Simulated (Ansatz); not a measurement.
# Sc3CuW: the cost of one run

Program: Ansatz 0.2.0. Level of theory: DFT PBE, scalar-relativistic, plane waves, PAW. These are calculated values, not measurements.

### 1 The system as given

It takes space group P6_3/mmc (No. 194, hexagonal). Conventional cell: a = 6.199 Å, b = 6.199 Å, c = 5.296 Å, α = 90.00°, β = 90.00°, γ = 120.00°. Around Sc (site symmetry mm2) lie 2 W at 2.05 Å. Cu (site symmetry -6m2) has 12 Sc at 3.11 to 3.33 Å in its first shell of neighbours. W (site symmetry -3m) is surrounded by 6 Sc at 2.05 Å.

As a file:

```
CELL_PARAMETERS angstrom
6.19903 0.00000 0.00000
-3.09952 5.36852 0.00000
0.00000 0.00000 5.29615
ATOMIC_POSITIONS crystal
Sc 0.14600 0.29200 0.25000
Sc 0.85400 0.14600 0.75000
Sc 0.85400 0.70800 0.75000
Sc 0.14600 0.85400 0.25000
Sc 0.70800 0.85400 0.25000
Sc 0.29200 0.14600 0.75000
Cu 0.33333 0.66667 0.75000
Cu 0.66667 0.33333 0.25000
W 0.00000 0.00000 0.50000
W 0.00000 0.00000 0.00000
```

(A quick probe on a coarse mesh, which set the mesh and smearing, is not shown.)

### 3 Coarse relaxation

input.yaml

```yaml
crystal:
  lattice:
    - [6.1990313492, 0.0, 0.0]
    - [-3.0995156746, 5.3685186273, 0.0]
    - [0.0, 0.0, 5.2961528934]
  atoms:
    - { symbol: Sc, position: [0.146, 0.2919999999, 0.25] }
    - { symbol: Sc, position: [0.854, 0.146, 0.75] }
    - { symbol: Sc, position: [0.854, 0.7080000001, 0.75] }
    - { symbol: Sc, position: [0.146, 0.854, 0.25] }
    - { symbol: Sc, position: [0.7080000001, 0.854, 0.25] }
    - { symbol: Sc, position: [0.2919999999, 0.146, 0.75] }
    - { symbol: Cu, position: [0.3333333333, 0.6666666667, 0.75] }
    - { symbol: Cu, position: [0.6666666667, 0.3333333333, 0.25] }
    - { symbol: W, position: [0.0, 0.0, 0.5] }
    - { symbol: W, position: [0.0, 0.0, 0.0] }
basis:
  ecutwfc: 420
kpoints:
  mp_grid: { grid: [3, 3, 4] }
hamiltonian:
  xc: pbe
scf:
  occupations: { method: gaussian, width: 0.1 }
  lower_state_search: "off"
output:
  forces: true
  stress: true
  eigenvalues: true
relax:
  adjacent_minimum: "off"
  f_tol: 0.04
  max_steps: 70
  cell: { stress_tol: 0.4 }
```

The run is started by

```bash
> ansatz run input.yaml --threads 1 --pin off --max-ram 2560MiB --backend cpu --events-out ev --progress --plain --runs-dir out
```

**Question.** How long does this run take on 1 thread of Arm Neoverse V1, shared host, and how much memory does it need?

About 3.2 min, with a peak of 0.58 GiB.
